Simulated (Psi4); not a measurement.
# triplet CBrCl2F at 3 levels

We compute a comparison of 3 runs (U-wB97X/cc-pVDZ, UCAM-B3LYP/cc-pVDZ, UM06-2X/cc-pVDZ) of triplet CBrCl2F. 

Program for the calculation: Psi4 1.11.

3 further runs of the same task are left out: 2 that didn't finish, 1 set aside as unsound or not needed.

## Step 1: Starting point

CBrCl2F has 5 atoms, charge 0, and is taken as a triplet. SMILES of the parent species: `FC(Cl)(Cl)Br`. The coordinates come from a PBE0-D4/def2-TZVP relaxation. That shape belongs to the parent species and isn't relaxed for this state.

Bond lengths: F1–C2 1.332 Å, C2–Cl3 1.756 Å, C2–Cl4 1.756 Å, C2–Br5 1.940 Å. Angles: F1–C2–Cl3 108.7°, F1–C2–Cl4 108.7°, F1–C2–Br5 108.1°, Cl3–C2–Cl4 110.6°, Cl3–C2–Br5 110.4°, Cl4–C2–Br5 110.4°.

## Step 2: The energy at U-wB97X/cc-pVDZ (run 1)

input.dat reads:

```
memory 1600 MB

molecule {
  0 3
  F     -0.145400     0.066000     1.392100
  C     -0.007200    -0.045400     0.072100
  Cl     1.255600    -1.218600    -0.263900
  Cl    -1.537300    -0.570800    -0.611000
  Br     0.484000     1.695200    -0.630600
  symmetry c1
  no_reorient
  no_com
}

set {
  basis                cc-pVDZ
  reference            uks
  puream               true
  e_convergence        1e-09
  d_convergence        1e-08
  scf_type             pk
  dft_radial_points    99
  dft_spherical_points 590
  maxiter              200
}

E, wfn = energy('wb97x', return_wfn=True)
print_variables()
```

Started as:

```sh
$ psi4 -i input.dat -o output.dat -n 1
```

output.dat:

```text
[...]
  Running in c1 symmetry.
[...]
  Nuclear repulsion =  527.145335204630442
[...]
  Multiplicity = 3
[...]
  Nalpha       = 43
  Nbeta        = 41
[...]
    Number of basis functions: 91
[...]
   @UKS iter   1: -3632.02914344099236   -9.93427e-01   7.52218e-03 ADIIS/DIIS
[...]
   @UKS iter  21: -3632.26760785259421   -8.18545e-12   9.26122e-09 DIIS
[...]
   @S^2 Observed:                2.005515975E+00
[...]
    Orbital Energies [Eh]
    ---------------------
    Alpha Occupied:
       1A   -482.740372     2A   -101.531368     3A   -101.531354
       4A    -62.619838     5A    -56.439830     6A    -56.435167
       7A    -56.432928     8A    -24.796588     9A    -10.444671
      10A     -9.569747    11A     -9.569688    12A     -8.886079
      13A     -7.331431    14A     -7.331418    15A     -7.322138
      16A     -7.322123    17A     -7.320683    18A     -7.320669
      19A     -6.722244    20A     -6.709337    21A     -6.701690
      22A     -2.841783    23A     -2.839766    24A     -2.833998
      25A     -2.824593    26A     -2.824124    27A     -1.397297
      28A     -1.061793    29A     -0.985936    30A     -0.977411
      31A     -0.778729    32A     -0.664379    33A     -0.647020
      34A     -0.644105    35A     -0.535968    36A     -0.528369
[...]
  @UKS Final Energy: -3632.26760785259421
   => Energetics <=
    Nuclear Repulsion Energy =            527.1453352046304417
    One-Electron Energy =               -6092.5089777846469588
    Two-Electron Energy =                2060.1657031320119131
    DFT Exchange-Correlation Energy =    -127.0696684045894358
    Empirical Dispersion Energy =           0.0000000000000000
    VV10 Nonlocal Energy =                  0.0000000000000000
    Total Energy =                      -3632.2676078525942103
[...]
 Multipole Moments:
 ------------------------------------------------------------------------------------
     Multipole            Electronic (a.u.)      Nuclear  (a.u.)        Total (a.u.)
 ------------------------------------------------------------------------------------
 L = 1.  Multiply by 2.5417464519 to convert [e a0] to [Debye]
 Dipole X            :        -20.2510052           20.4077193            0.1567141
 Dipole Y            :        -54.6730149           55.2438756            0.5708607
 Dipole Z            :         45.1258298          -45.3209237           -0.1950939
 Magnitude           :                                                    0.6233000
[...]
```

Run time: 81 s. Hardware: 1 thread of Intel Xeon Platinum 8488C (Sapphire Rapids), shared host; peak memory 1.3 GiB.

## Step 3: Energy and forces at UCAM-B3LYP/cc-pVDZ (run 2)

cbrcl2f.dat reads:

```
memory 1.6 GB

molecule molecule1 {
  0 3
  F     -0.27476618     0.12472192     2.63068774
  C     -0.01360603    -0.08579357     0.13624925
  Cl     2.37274012    -2.30282026    -0.49869872
  Cl    -2.90507597    -1.07865567    -1.15462266
  Br     0.91462744     3.20346373    -1.19166129
  units au
  symmetry c1
  no_reorient
  no_com
}

set basis cc-pVDZ
set reference uks
set puream true
set e_convergence 1e-09
set d_convergence 1e-08
set scf_type pk
set dft_radial_points 99
set dft_spherical_points 590
set maxiter 200

E, wfn = gradient('cam-b3lyp', return_wfn=True)
```

Started as:

```sh
$ psi4 cbrcl2f.dat cbrcl2f.out -n 1
```

cbrcl2f.out:

```text
[...]
  Running in c1 symmetry.
[...]
  Nuclear repulsion =  527.145335332901141
[...]
  Multiplicity = 3
[...]
  Nalpha       = 43
  Nbeta        = 41
[...]
    Number of basis functions: 91
[...]
   @UKS iter   1: -3632.15723518858522   -9.64969e-01   7.48232e-03 ADIIS/DIIS
[...]
   @UKS iter  18: -3632.38313754813635   -1.31877e-11   9.93911e-09 DIIS
[...]
   @S^2 Observed:                2.004658262E+00
[...]
  @UKS Final Energy: -3632.38313754813635
   => Energetics <=
    Nuclear Repulsion Energy =            527.1453353329011406
    One-Electron Energy =               -6092.7407802518137032
    Two-Electron Energy =                2059.8574462402707468
    DFT Exchange-Correlation Energy =    -126.6451388694951277
    Empirical Dispersion Energy =           0.0000000000000000
    VV10 Nonlocal Energy =                  0.0000000000000000
    Total Energy =                      -3632.3831375481363466
[...]
 Multipole Moments:
 ------------------------------------------------------------------------------------
     Multipole            Electronic (a.u.)      Nuclear  (a.u.)        Total (a.u.)
 ------------------------------------------------------------------------------------
 L = 1.  Multiply by 2.5417464519 to convert [e a0] to [Debye]
 Dipole X            :        -20.2729858           20.4077192            0.1347334
 Dipole Y            :        -54.7646802           55.2438756            0.4791954
 Dipole Z            :         45.1317926          -45.3209235           -0.1891308
 Magnitude           :                                                    0.5324958
[...]
  -Total Gradient:
     Atom            X                  Y                   Z
    ------   -----------------  -----------------  -----------------
       1        0.001346151484    -0.002061221056    -0.014671961849
       2        0.031328607856     0.109197025092    -0.048179339930
       3       -0.021056334367     0.014260033937     0.003331762670
       4        0.023744684667     0.003876235297     0.008897184457
       5       -0.035361030628    -0.125270561106     0.050608341659
[...]
```

Run time: 5.2 min. Hardware: 1 thread of Intel Xeon Platinum 8488C (Sapphire Rapids), shared host; peak memory 1.2 GiB.

## Step 4: A single-point energy at UM06-2X/cc-pVDZ (run 3)

input.dat reads:

```
memory 1.6 GB

molecule {
  0 3
  F     -0.145400     0.066000     1.392100
  C     -0.007200    -0.045400     0.072100
  Cl     1.255600    -1.218600    -0.263900
  Cl    -1.537300    -0.570800    -0.611000
  Br     0.484000     1.695200    -0.630600
  symmetry c1
  no_reorient
  no_com
}

set {
  basis cc-pVDZ
  reference uks
  puream true
  e_convergence 1e-09
  d_convergence 1e-08
  scf_type pk
  dft_radial_points 99
  dft_spherical_points 590
  maxiter 200
}

energy_value, wavefunction = energy('m06-2x', return_wfn=True)
oeprop(wavefunction, 'LOWDIN_CHARGES', 'MAYER_INDICES', 'QUADRUPOLE')
```

Started as:

```sh
$ psi4 input.dat output.dat -n 1
```

output.dat:

```text
[...]
  Running in c1 symmetry.
[...]
  Nuclear repulsion =  527.145335204630442
[...]
  Multiplicity = 3
[...]
  Nalpha       = 43
  Nbeta        = 41
[...]
    Number of basis functions: 91
[...]
   @UKS iter   1: -3632.02697698732709   -1.06054e+00   7.11568e-03 DIIS/ADIIS
[...]
   @UKS iter  19: -3632.24080678703331   -9.54969e-12   9.37333e-09 DIIS
[...]
   @S^2 Observed:                2.004424090E+00
[...]
  @UKS Final Energy: -3632.24080678703331
   => Energetics <=
    Nuclear Repulsion Energy =            527.1453352046304417
    One-Electron Energy =               -6092.8355936970210678
    Two-Electron Energy =                2010.8260989331020028
    DFT Exchange-Correlation Energy =     -77.3766472277443000
    Empirical Dispersion Energy =           0.0000000000000000
    VV10 Nonlocal Energy =                  0.0000000000000000
    Total Energy =                      -3632.2408067870333070
[...]
 Multipole Moments:
 ------------------------------------------------------------------------------------
     Multipole            Electronic (a.u.)      Nuclear  (a.u.)        Total (a.u.)
 ------------------------------------------------------------------------------------
 L = 1.  Multiply by 2.5417464519 to convert [e a0] to [Debye]
 Dipole X            :        -20.2433255           20.4077193            0.1643939
 Dipole Y            :        -54.6534914           55.2438756            0.5903842
 Dipole Z            :         45.1003384          -45.3209237           -0.2205853
 Magnitude           :                                                    0.6513346
 L = 2.  Multiply by 1.3450342976 to convert [e a0^2] to [Debye ang]
 Quadrupole XX       :       -308.1087773          269.1387522          -38.9700251
 Quadrupole XY       :        -62.6628233           62.6306393           -0.0321841
[...]
```

It took 77 s on 1 thread of Intel Xeon Platinum 8488C (Sapphire Rapids), shared host; peak memory 1.1 GiB.

## Step 5: The series

| run | level | task | energy (Eh) | dipole moment (D) | HOMO energy (eV) | ⟨S²⟩ | wall time |
| --- | --- | --- | --- | --- | --- | --- | --- |
| 1 | U-wB97X/cc-pVDZ | energy | -3632.267608 | 1.58 | -6.07 | 2.006 | 81 s |
| 2 | UCAM-B3LYP/cc-pVDZ | gradient | -3632.383138 | 1.35 | -5.05 | 2.005 | 5.2 min |
| 3 | UM06-2X/cc-pVDZ | energy | -3632.240807 | 1.66 | -4.90 | 2.004 | 77 s |

## Step 6: Outcome

| quantity | value |
| --- | --- |
| run 3: total energy | -3632.24081 Eh |
| run 3: dipole moment | 1.66 D |
| run 3: HOMO energy (highest over α and β) | -4.90 eV |
| run 3: ⟨S²⟩ | 2.004 |

**Reading.** The dipole moment (its size) runs from 1.35 D (UCAM-B3LYP/cc-pVDZ) to 1.66 D (UM06-2X/cc-pVDZ). Totals of different functionals can't be ranked against each other. All runs together took 7.8 min, the longest 5.2 min.
